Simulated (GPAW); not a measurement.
Crystal: HfB.

```
Hf B
1.0
     0.00000    2.31000    2.31000
     2.31000    0.00000    2.31000
     2.31000    2.31000    0.00000
Hf B
1 1
Direct
  0.50000 0.50000 0.50000
  0.00000 0.00000 0.00000
```

* Program: GPAW 26.7.0
* Task: relaxation of cell and atoms
* Functional: PBEsol
* Dispersion: D3(BJ)+ATM
* Potentials or basis: PAW data sets generated in the run's folder for this functional
* Cutoff: 800 eV
* Basis: pw
* k mesh: 10 × 10 × 10
* Occupations: fermi-dirac, width 0.05 eV
* Spin: no spin polarisation

At the start: pressure 21.1 GPa; volume 12.33 Å³/atom.

Q: How do energy, volume and symmetry change on relaxing?

A: Over 4 steps the energy falls by 74.1 meV/atom and the volume is 13.53 Å³/atom (+9.8 %); space group Fm-3m (No. 225, to 0.05 Å).

The path:
```csv
step,energy change (eV),largest force (eV/Å),pressure (GPa),volume (Å³)
1,0.0000,0.0000,21.15,24.65
2,-0.0909,0.0000,12.41,25.53
3,-0.1477,0.0000,0.92,26.94
4,-0.1481,0.0000,0.05,27.07
```

Final structure:
```
Hf B
1.0
     0.00000    2.38306    2.38306
     2.38306    0.00000    2.38306
     2.38306    2.38306    0.00000
Hf B
1 1
Cartesian
  2.3831 2.3831 2.3831
  0.0000 0.0000 0.0000
```

Caveat: later steps reuse the first step's grids; pairwise dispersion overbinds metals, which lowers pressure and volume.
